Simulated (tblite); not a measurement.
# C3H5B2F3S2: the cost of one run

The runs use tblite 0.8.0 and PySCF 2.14.0, with density-fitted response routines of our own; the level of theory stands in each step. All values are computed, except where a source is named. Atoms are numbered from 0 throughout.

## Step 1: The molecule as given

15 atoms, charge 0, multiplicity 1; geometry from: force field or distance geometry start.

Bonds of the start (Å): F0–B1 1.43, B1–C2 1.58, C2–S3 1.81, S3–C4 1.82, C4–C5 1.53, C5–B6 1.58, B6–F7 1.45, B6–F8 1.46, C5–S9 1.82, S9–C2 1.82, B1–H10 1.19, C2–H11 1.10, C4–H12 1.10, C4–H13 1.09, C5–H14 1.12.

## Step 2: Geometry optimisation with GFN2-xTB

Job settings and geometry (Å):

```
{"job": {"kind": "relax", "xc": "GFN2-xTB", "basis": "xTB"}, "charge": 0, "multiplicity": 1}
F     -3.145600     1.068400     0.081300
B     -2.877100    -0.301600     0.397300
C     -1.455600    -0.931800     0.097200
S     -0.355900    -0.927200     1.529500
C      1.225100    -0.655400     0.676600
C      0.884900     0.680800     0.011100
B      2.084700     1.248800    -0.845900
F      2.103100     2.681600    -1.070800
F      3.374000     0.583800    -0.667400
S     -0.519300     0.151300    -1.022200
H     -3.736400    -1.035800     0.767700
H     -1.523600    -1.968100    -0.264200
H      1.310100    -1.424300    -0.104900
H      2.089500    -0.602600     1.338600
H      0.537700     1.440300     0.764700
```

Started as:

```sh
> OMP_NUM_THREADS=1 python probes_run.py task.json out
```

This one command runs all jobs of the session in turn.

**Question.** How long does this first job take on 1 thread of Arm Neoverse V1, shared host?

About 1.3 s.
